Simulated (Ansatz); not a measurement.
**C8H10: up Jacob's ladder to CCSD(T)**

The task here is to estimate one member of a computed series from the others.

Method: functionals in def2-TZVPP, the program's frozen cores in correlated methods; program: Ansatz 0.2.0, Gaussian basis.

Plan: LDA (SPW92), PBE-D4, revPBE-D4, BLYP-D4, r2SCAN-D4, B97M-V, PBE0-D4, B3LYP-D4, r2SCANh-D4, r2SCAN0-D4, HSE06-D4, BHLYP-D4, CAM-B3LYP-D4, LC-ωPBE, ωB97X-V, ωB97M-V, B2PLYP, PBE-QIDH; CCSD(T)/def2-SVP; CCSD(T)/def2-TZVPP; MP2/def2-QZVPP; extrapolation to the limit; RPA on PBE.

### The geometry

The geometry comes from an earlier relaxation with PBE0-D4 in a triple-zeta def2 set; it is a stationary point, not always the lowest conformer.

18 atoms, charge 0, spin multiplicity 1.

Atoms are counted from 1 here; the program's logs count them from 0.

Bond lengths: C1–C2 1.499 Å, C1–H9 1.095 Å, C1–H10 1.092 Å, C1–H11 1.092 Å, C2–C3 1.391 Å, C2–C8 1.391 Å, C3–C4 1.386 Å, C3–H12 1.085 Å, C4–C5 1.386 Å, C4–H13 1.084 Å, C5–C6 1.391 Å, C5–H14 1.085 Å, C6–C7 1.499 Å, C6–C8 1.391 Å, C7–H15 1.092 Å, C7–H16 1.095 Å, C7–H17 1.092 Å, C8–H18 1.087 Å. Angles: C2–C1–H9 110.9°, C2–C1–H10 111.4°, C2–C1–H11 111.4°, H9–C1–H10 107.4°, H9–C1–H11 107.4°, H10–C1–H11 108.2°, C1–C2–C3 120.9°, C1–C2–C8 120.7°, C3–C2–C8 118.4°, C2–C3–C4 120.4°, C2–C3–H12 119.6°, C4–C3–H12 120.0°, C3–C4–C5 120.3°, C3–C4–H13 119.8°, C5–C4–H13 119.8°, C4–C5–C6 120.4°, C4–C5–H14 120.0°, C6–C5–H14 119.6° and more.

As a file:

```xyz
18
charge 0, multiplicity 1
C     1.38070   -2.08984   -0.89475
C     0.83536   -0.76131   -0.46681
C     1.61305    0.38943   -0.54601
C     1.11157    1.60667   -0.11387
C    -0.17303    1.69206    0.39850
C    -0.97555    0.55879    0.48118
C    -2.37976    0.64581    0.99706
C    -0.45278   -0.65442    0.04637
H     1.86262   -2.60267   -0.05630
H     2.12889   -1.97779   -1.68164
H     0.59000   -2.74463   -1.26595
H     2.61949    0.32944   -0.94736
H     1.72755    2.49693   -0.17685
H    -0.55946    2.64813    0.73642
H    -2.68357   -0.28231    1.48499
H    -3.08499    0.83153    0.18074
H    -2.48996    1.46089    1.71471
H    -1.07012   -1.54668    0.10955
```

Set-up of the first run:

The input, in.yaml:

```yaml
crystal:
  periodic: [false, false, false]
  atoms:
    - {symbol: C, position_ang: [1.380698, -2.089841, -0.894745]}
    - {symbol: C, position_ang: [0.835360, -0.761311, -0.466809]}
    - {symbol: C, position_ang: [1.613055, 0.389435, -0.546010]}
    - {symbol: C, position_ang: [1.111567, 1.606665, -0.113868]}
    - {symbol: C, position_ang: [-0.173033, 1.692061, 0.398496]}
    - {symbol: C, position_ang: [-0.975549, 0.558790, 0.481175]}
    - {symbol: C, position_ang: [-2.379757, 0.645808, 0.997065]}
    - {symbol: C, position_ang: [-0.452785, -0.654423, 0.046369]}
    - {symbol: H, position_ang: [1.862625, -2.602667, -0.056298]}
    - {symbol: H, position_ang: [2.128888, -1.977795, -1.681643]}
    - {symbol: H, position_ang: [0.589997, -2.744633, -1.265949]}
    - {symbol: H, position_ang: [2.619488, 0.329438, -0.947357]}
    - {symbol: H, position_ang: [1.727548, 2.496926, -0.176853]}
    - {symbol: H, position_ang: [-0.559464, 2.648126, 0.736421]}
    - {symbol: H, position_ang: [-2.683570, -0.282314, 1.484991]}
    - {symbol: H, position_ang: [-3.084992, 0.831526, 0.180738]}
    - {symbol: H, position_ang: [-2.489955, 1.460890, 1.714714]}
    - {symbol: H, position_ang: [-1.070122, -1.546679, 0.109553]}
basis:
  gaussian: {orbitals: def2-TZVPP}
hamiltonian: {xc: lda}
output: {orbitals: {seedname: orbitals}}
```

Command:

```console
$ ansatz run in.yaml --threads 2 --pin off --events-out ev --progress --plain --max-ram 32768MiB --backend cuda --devices 0, --max-vram 18GiB
```

Steps of the session up to this table: LDA; PBE-D4 (GGA); revPBE-D4 (GGA); BLYP-D4 (GGA); r2SCAN-D4 (meta-GGA); B97M-V (meta-GGA); B3LYP-D4 (hybrid); r2SCANh-D4 (hybrid); r2SCAN0-D4 (hybrid); HSE06-D4 (hybrid); BHLYP-D4 (hybrid); CAM-B3LYP-D4 (range-separated); LC-ωPBE (range-separated); ωB97X-V (range-separated); ωB97M-V (range-separated); B2PLYP (double hybrid); PBE-QIDH (double hybrid).

One of the session's tables, all rows but one given; the rest of the session is left out.

It belongs to the step «Orbital energies across the functionals». 

| functional | HOMO (eV) | gap (eV) |
| --- | --- | --- |
| LDA (SPW92) | -5.97 | 4.75 |
| PBE-D4 | -5.80 | 4.81 |
| revPBE-D4 | -5.73 | 4.84 |
| BLYP-D4 | -5.62 | 4.78 |
| r2SCAN-D4 | -5.95 | 5.16 |
| B97M-V | -5.93 | 5.19 |
| PBE0-D4 | -6.76 | 6.68 |
| B3LYP-D4 | -6.55 | 6.28 |
| r2SCANh-D4 | -6.32 | 5.86 |
| r2SCAN0-D4 | -6.88 | 6.90 |
| HSE06-D4 | ? | ? |
| BHLYP-D4 | -7.54 | 8.48 |
| CAM-B3LYP-D4 | -7.96 | 8.95 |
| LC-ωPBE | -9.24 | 11.26 |
| ωB97X-V | -8.90 | 10.89 |
| ωB97M-V | -8.83 | 10.72 |

Q: Estimate the row for HSE06-D4 from the others.

The run gave: HOMO (eV): -6.37; gap (eV): 5.91. In the column «HOMO (eV)» it lies between B3LYP-D4 (-6.55) and r2SCANh-D4 (-6.32).
